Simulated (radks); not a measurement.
**Gd⁺ in [Xe] 4f7 5d1 6s1: an all-electron calculation**

What are the levels of the gadolinium ion Gd+, how large are its shells, and how does its energy divide?

The numbers are computed with radks (a radial shooting solver on a logarithmic mesh, Libxc functionals) version 1 (Dirac Kohn-Sham, PBE, spin-unpolarised, spherical densities, point nucleus; open shells fill j = l - 1/2 first), except any that are marked as measured or tabulated.

### 1 The atom as given

| Item | Value |
| --- | --- |
| element | gadolinium (Z = 64) |
| charge | +1 |
| electrons | 63 |
| configuration | [Xe] 4f7 5d1 6s1 |

### 2 The run

Input:

```text
Z 64
configuration [Xe] 4f7 5d1 6s1
relativity Dirac
functional pbe,pbe
spin unpolarised
j_filling energy
nucleus point
c 137.035999084
```

**Question.** What will this run give?

As calculated:

| quantity | value |
| --- | --- |
| total energy | -11279.9404 hartree |
| exchange-correlation share of it | 2.21 % |
| −T/E | 1.0907 |
| highest occupied level | 5d3/2, -8.529 eV |
| most extended occupied level | 6s1/2, <r> = 3.67 bohr |
| radius at density 0.001 e/bohr³ | 4.59 bohr |
| maxima of the radial density | 4 |
| ionisation energy, NIST | 12.08 (semi-emp.) eV |

**Reading.** 6 principal shells are occupied and 4 maxima appear in the radial density; where shells overlap, one shows as a shoulder or not at all. −T/E is 1.091: with relativity the kinetic term as defined here no longer equals −E. The top level binds by 8.529 eV, 71 % of the NIST ionisation energy of 12.08 eV; the potential of a semilocal functional falls off too fast, so its top eigenvalue is too shallow. Spin polarisation and multiplet splitting are left out.
